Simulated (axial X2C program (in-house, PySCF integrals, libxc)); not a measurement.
# YbSe⁺: the levels of the configuration f13 s0

Which Ω levels does YbSe⁺ have in the configuration f13 s0, and how far apart?

Program: an in-house X2C program for linear molecules on PySCF integrals. Level of theory: two-component X2C, average-of-configuration Hartree–Fock and CI in the open shells. These are calculated values, not measurements.

All values are calculated.

## 1. Set-up

Contents of task.json:

```json
{
 "zs": [
  70,
  34
 ],
 "q": 1,
 "bas": [
  "dyall-v3z",
  "dyall-v3z"
 ],
 "r0": 2.36,
 "metal": 0,
 "shells": [
  [
   3,
   [
    0,
    1,
    2,
    3
   ],
   13
  ],
  [
   0,
   [
    0
   ],
   0
  ]
 ],
 "fix": 0,
 "emax": 2.2,
 "nroots": 4
}
```

Keys: zs atomic numbers; q charge; bas basis sets; r0 starting distance in Å; metal index of the metal atom; shells open shells as [l, |m| values, electrons]; fix electron count of the first shell held; emax energy window in eV; nroots roots for each Ω.

The run is started by

```sh
$ python soci.py task.json out
```

Two-component X2C with atomic mean-field Coulomb and Gaunt terms, basis Yb dyall-v3z, Se dyall-v3z (cores contracted in-house). Orbitals come from Hartree–Fock averaged over the configuration Yb f13 s0; CI then distributes these electrons over the f, s shells of Yb.

## 2. CI at R = 2.353 Å

**Question.** What will these runs give? Wanted: lowest level of the model; next level; lowest curve, Re and ωe.

**Answer**, as computed:

| quantity | value |
| --- | --- |
| lowest level of the model | Ω = 1/2, g∥ = 1.14, 100% f13 |
| next level | Ω = 3/2, 142 cm⁻¹ higher |
| lowest curve, Re and ωe | 2.351 Å, 345.1 cm⁻¹ |

**Reading.** In the lowest level ⟨Sz⟩ = 0.07 and ⟨Lz⟩ = 0.43; its leading determinant has weight 1.00 among 67. The 4 lowest levels are the Ω components of the Hund's-rule level 2F7/2 of f13 (gJ = 1.143, so g∥ near 2gJΩ), split by the axial field over 971 cm⁻¹. From 2.353 to 2.541 Å the gap from the lowest to the fifth level goes from 10077 to 10093 cm⁻¹. Without dynamic correlation distances can be off by several hundredths of an Å, and the wavenumbers are rough. Dynamic correlation is missing, so gaps between terms are too wide and other configurations may lie lower; the lowest level listed is that of this model, not necessarily the ground state. At most 4 roots were kept for each Ω > 0 (twice that for Ω = 0) within 2.2 eV of the lowest, so higher up levels can be missing between those listed; levels with Ω > 0 are doubly degenerate and listed once, Ω = 0 levels singly. States that fill the shells left empty in the average are placed too high.
